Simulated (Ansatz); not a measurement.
**GeH7NO2Si: a ladder of functionals and wavefunction methods**

The task here is to estimate one member of a computed series from the others.

The runs use Ansatz 0.2.0, Gaussian basis; functionals in def2-TZVPP, the program's frozen cores in correlated methods.

Levels to be run: PBE-D4, r2SCAN-D4, PBE0-D4, B3LYP-D4, ωB97X-V, ωB97M-V, B2PLYP; CCSD(T)/def2-TZVPP; MP2/def2-QZVPP; extrapolation to the limit.

## Structure used throughout

The geometry comes from an earlier relaxation with PBE0-D4 in a triple-zeta def2 set; it is a stationary point, not always the lowest conformer.

SMILES `O[SiH2][NH][GeH2][OH]`, 12 atoms, charge 0, spin multiplicity 1.

Atoms are counted from 1 here; the program's logs count them from 0.

Bond lengths: O1–Si2 1.638 Å, O1–H6 0.967 Å, Si2–N3 1.729 Å, Si2–H7 1.490 Å, Si2–H8 1.484 Å, N3–Ge4 1.816 Å, N3–H9 1.009 Å, Ge4–O5 1.800 Å, Ge4–H10 1.537 Å, Ge4–H11 1.537 Å, O5–H12 0.960 Å. Angles: Si2–O1–H6 114.5°, O1–Si2–N3 108.4°, O1–Si2–H7 114.3°, O1–Si2–H8 105.2°, N3–Si2–H7 106.8°, N3–Si2–H8 113.5°, H7–Si2–H8 108.8°, Si2–N3–Ge4 123.7°, Si2–N3–H9 117.3°, Ge4–N3–H9 114.4°, N3–Ge4–O5 104.2°, N3–Ge4–H10 109.3°, N3–Ge4–H11 112.5°, O5–Ge4–H10 110.0°, O5–Ge4–H11 107.2°, H10–Ge4–H11 113.2°, Ge4–O5–H12 113.5°.

Set-up of the first run:

File in.yaml:

```yaml
crystal:
  periodic: [false, false, false]
  atoms:
    - {symbol: O, position_ang: [-1.672766, -0.070649, 0.980798]}
    - {symbol: Si, position_ang: [-1.163604, 1.250956, 0.157159]}
    - {symbol: N, position_ang: [0.386122, 0.903454, -0.526052]}
    - {symbol: Ge, position_ang: [1.054686, -0.775715, -0.706798]}
    - {symbol: O, position_ang: [0.838757, -1.513478, 0.921185]}
    - {symbol: H, position_ang: [-0.961600, -0.606404, 1.359268]}
    - {symbol: H, position_ang: [-0.999814, 2.471423, 0.995586]}
    - {symbol: H, position_ang: [-2.214068, 1.505768, -0.859073]}
    - {symbol: H, position_ang: [1.085787, 1.628372, -0.479068]}
    - {symbol: H, position_ang: [2.549924, -0.693345, -1.052101]}
    - {symbol: H, position_ang: [0.248873, -1.626898, -1.701602]}
    - {symbol: H, position_ang: [0.847713, -2.473484, 0.910697]}
basis:
  gaussian: {orbitals: def2-TZVPP}
hamiltonian: {xc: pbe, dispersion: d4}
output: {forces: true, orbitals: {seedname: orbitals}}
```

On the command line:

```console
> ansatz run in.yaml --threads 2 --pin off --events-out ev --progress --plain --max-ram 22528MiB --backend cuda --devices 0, --max-vram 18GiB
```

Among the steps run: PBE-D4 (GGA); r2SCAN-D4 (meta-GGA); PBE0-D4 (hybrid); B3LYP-D4 (hybrid); ωB97X-V (range-separated); ωB97M-V (range-separated); B2PLYP (double hybrid); CCSD(T) in def2-TZVPP; MP2 in def2-QZVPP.

One of the session's tables, all rows but one given; the rest of the session is left out.

| method | atomisation energy (eV) |
| --- | --- |
| PBE-D4 | ? |
| r2SCAN-D4 | 42.107 |
| PBE0-D4 | 41.582 |
| B3LYP-D4 | 42.049 |
| ωB97X-V | 42.482 |
| ωB97M-V | 42.265 |
| B2PLYP | 41.694 |
| HF/def2-TZVPP | 29.291 |
| MP2/def2-TZVPP | 41.889 |
| CCSD/def2-TZVPP | 40.635 |
| CCSD(T)/def2-TZVPP | 41.272 |
| MP2/CBS | 43.146 |
| CCSD(T)/CBS | 42.530 |

Estimate the missing values for PBE-D4.

**Answer.** atomisation energy (eV): 42.393. In the column «atomisation energy (eV)» it lies between ωB97M-V (42.265) and ωB97X-V (42.482).
